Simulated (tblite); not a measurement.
# C2H9F2SSi2: the cost of one run

Computed with tblite 0.8.0 (tight binding) and PySCF 2.14.0 (DFT, with response routines of our own); each step states its level. Atoms count from 0 throughout.

### Step 1. The molecule as given

16 atoms, charge 1, multiplicity 1; geometry from: force field or distance geometry start.

Bonds of the start (Å): C0–H7 1.10, C0–H8 1.09, C0–H9 1.09, C0–S1 1.80, C2–H10 1.09, C2–H11 1.09, C2–H12 1.11, S1–C2 1.82, S1–Si3 2.15, Si3–H13 1.49, Si3–H14 1.48, Si3–Si4 2.34, Si4–F5 1.60, Si4–F6 1.61, Si4–H15 1.49.

### Step 2. GFN2-xTB relaxation, start minimum

Job settings and geometry (Å):

```
{"job": {"xc": "GFN2-xTB", "basis": "xTB", "kind": "relax"}, "charge": 1, "multiplicity": 1}
C     -1.534000     1.227700    -0.090000
S     -1.036800     0.127500    -1.430900
C     -1.380200    -1.422900    -0.544500
Si     1.110300     0.229300    -1.373500
Si     2.115900     0.054300     0.731800
F      1.608900    -1.271700     1.474000
F      3.716200     0.005800     0.595000
H     -2.622400     1.170400     0.024900
H     -1.069400     0.961200     0.862300
H     -1.283600     2.256900    -0.349400
H     -1.033100    -2.264100    -1.145600
H     -0.926600    -1.445000     0.441300
H     -2.477900    -1.509000    -0.421300
H      1.594000    -0.867000    -2.263000
H      1.472800     1.525200    -1.999600
H      1.738200     1.230200     1.572800
```

The run is started by

```bash
OMP_NUM_THREADS=1 python ens_run.py task.json out
```

One launch serves the whole session.

Q: Estimate the wall time of this first job on 1 thread of Intel Xeon Platinum 8259CL at 2.50GHz, shared host.

About 4.2 s.
